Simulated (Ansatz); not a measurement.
# H₄NPSSe: a ladder of functionals and wavefunction methods

Aim: compute H₄NPSSe with functionals from several rungs and with coupled cluster. The yardstick is the atomisation energy at the CCSD(T) limit.

Computed with Ansatz 0.2.0, Gaussian basis. Level: functionals in def2-TZVPP, the program's frozen cores in correlated methods.

The runs, in order: LDA (SPW92), PBE-D4, revPBE-D4, BLYP-D4, r2SCAN-D4, B97M-V, PBE0-D4, B3LYP-D4, r2SCANh-D4, r2SCAN0-D4, HSE06-D4, BHLYP-D4, CAM-B3LYP-D4, LC-ωPBE, ωB97X-V, ωB97M-V, B2PLYP, PBE-QIDH; CCSD(T)/def2-SVP; CCSD(T)/def2-TZVPP; MP2/def2-QZVPP; extrapolation to the limit; RPA on PBE.

## 1. The geometry

All runs share one geometry, relaxed beforehand with PBE0-D4 in a triple-zeta def2 set.

SMILES `NP(S)[SeH]`, 8 atoms, charge 0, spin multiplicity 1.

Atoms are counted from 1 here; the program's logs count them from 0.

Bond lengths: N1–P2 1.721 Å, N1–H5 1.013 Å, N1–H6 1.012 Å, P2–S3 2.124 Å, P2–Se4 2.282 Å, S3–H7 1.343 Å, Se4–H8 1.468 Å. Angles: P2–N1–H5 112.2°, P2–N1–H6 112.2°, H5–N1–H6 110.7°, N1–P2–S3 94.2°, N1–P2–Se4 94.7°, S3–P2–Se4 106.4°, P2–S3–H7 93.1°, P2–Se4–H8 91.5°.

## 2. LDA

This LDA is Slater exchange with PW92 correlation.

in.yaml

```yaml
crystal:
  periodic: [false, false, false]
  atoms:
    - {symbol: N, position_ang: [-0.604759, 1.211432, -0.387241]}
    - {symbol: P, position_ang: [0.242774, -0.015454, 0.471385]}
    - {symbol: S, position_ang: [1.744438, -0.238512, -1.014490]}
    - {symbol: Se, position_ang: [-1.312212, -1.636376, 0.066984]}
    - {symbol: H, position_ang: [-0.055798, 2.056080, -0.489383]}
    - {symbol: H, position_ang: [-1.504068, 1.416835, 0.029159]}
    - {symbol: H, position_ang: [2.673685, -0.617367, -0.122410]}
    - {symbol: H, position_ang: [-1.091857, -2.233738, 1.390096]}
basis:
  gaussian: {orbitals: def2-TZVPP}
hamiltonian: {xc: lda}
output: {orbitals: {seedname: orbitals}}
```

After this run come: PBE-D4 (GGA); revPBE-D4 (GGA); BLYP-D4 (GGA); r2SCAN-D4 (meta-GGA); B97M-V (meta-GGA); PBE0-D4 (hybrid); B3LYP-D4 (hybrid); r2SCANh-D4 (hybrid); r2SCAN0-D4 (hybrid); HSE06-D4 (hybrid); BHLYP-D4 (hybrid); CAM-B3LYP-D4 (range-separated); LC-ωPBE (range-separated); ωB97X-V (range-separated); ωB97M-V (range-separated); B2PLYP (double hybrid); PBE-QIDH (double hybrid); CCSD(T) in def2-SVP; CCSD(T) in def2-TZVPP; MP2 in def2-QZVPP; RPA on PBE orbitals.

Q: Predict the results of all the runs planned. Wanted: atomisation energy, CCSD(T)/CBS; farthest beyond LDA; mean size of error, GGA; mean size of error, meta-GGA; mean size of error, hybrid; mean size of error, range-separated; mean size of error, double hybrid; gap, smallest and largest; T1 diagnostic.

The runs gave:

| quantity | value |
| --- | --- |
| atomisation energy, CCSD(T)/CBS | 2305.0 kJ/mol |
| functionals within 23.0 kJ/mol (1.0 %) | revPBE-D4, r2SCAN-D4, B97M-V, PBE0-D4, B3LYP-D4, HSE06-D4, CAM-B3LYP-D4, ωB97M-V |
| farthest beyond LDA | BHLYP-D4 (-93.4 kJ/mol) |
| mean size of error, GGA | 39.9 kJ/mol |
| mean size of error, meta-GGA | 10.9 kJ/mol |
| mean size of error, hybrid | 31.8 kJ/mol |
| mean size of error, range-separated | 29.3 kJ/mol |
| mean size of error, double hybrid | 50.7 kJ/mol |
| gap, smallest and largest | 3.62 eV (LDA (SPW92)), 10.23 eV (LC-ωPBE) |
| T1 diagnostic | 0.0124 |
| triples share of the correlation energy | 4.3 % |

What this shows: The LDA atomisation energy is off by 435.2 kJ/mol (19 %): it overbinds. PBE-D4 misses by +75.7 kJ/mol. Double hybrids carry the basis error of their MP2 part in triple zeta, and no dispersion term here, so their miss is partly the set-up's. Taken by rung, meta-GGA functionals do best (10.9 kJ/mol on average) and double hybrid ones worst beyond LDA (50.7 kJ/mol). The reference freezes the cores and leaves out relativity and excitations past (T), and its outer-core shells are covered unevenly, so misses under about 23.0 kJ/mol can't be ranked. All levels share the lack of spin-orbit coupling, which lowers the free heavy atoms and so the true binding. Hartree-Fock recovers 61 % of the binding; the rest is correlation. CCSD(T) in def2-SVP is off by -298.6 kJ/mol, so the small basis spoils what the method gains. Orbital gaps span 3.6 to 10.2 eV; exact exchange widens them. Correlated methods include outer-core shells of Se, which these sets cover unevenly.
